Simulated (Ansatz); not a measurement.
# BAs: the cost of one run

Computed with Ansatz 0.2.0 (DFT PBE0, scalar-relativistic, plane waves, PAW, unless a step's input says otherwise).

## Step 1: The system as given

It takes space group F-43m (No. 216, cubic). The conventional cell has a = 5.047 Å, b = 5.047 Å, c = 5.047 Å, α = 90.00°, β = 90.00°, γ = 90.00°. B (site symmetry -43m) has 4 As at 2.19 Å as nearest neighbours. As (site symmetry -43m) has 4 B at 2.19 Å as nearest neighbours.

As a file:

```
B As
1.0
     0.00000    2.52360    2.52360
     2.52360    0.00000    2.52360
     2.52360    2.52360    0.00000
B As
1 1
Direct
  0.00000 0.00000 0.00000
  0.25000 0.25000 0.25000
```

This is a trial structure built by rule; it need not be a known or stable form of this composition.

The cell is the ideal cubic zincblende prototype; whether it is the stable structure of this composition wasn't checked.

## Step 2: Seeking zero pressure, try 1

input.yaml reads:

```yaml
crystal:
  lattice:
    - [0.0, 2.5235980266, 2.5235980266]
    - [2.5235980266, 0.0, 2.5235980266]
    - [2.5235980266, 2.5235980266, 0.0]
  atoms:
    - { symbol: B, position: [0.0, 0.0, 0.0] }
    - { symbol: As, position: [0.25, 0.25, 0.25] }
basis:
  ecutwfc: 420
kpoints:
  mp_grid: { grid: [6, 6, 6] }
hamiltonian:
  xc: pbe0
scf:
  occupations: { method: gaussian, width: 0.05 }
output:
  forces: true
  stress: true
  eigenvalues: true
```

Run with:

```bash
$ ansatz run input.yaml --threads 4 --pin off --max-ram 12288MiB --backend cpu --events-out ev --progress --plain --runs-dir out
```

Q: Estimate wall time and peak memory on 4 threads of Intel Xeon 6975P-C (Granite Rapids), shared host.

About 4.9 s, with a peak of 1.1 GiB.
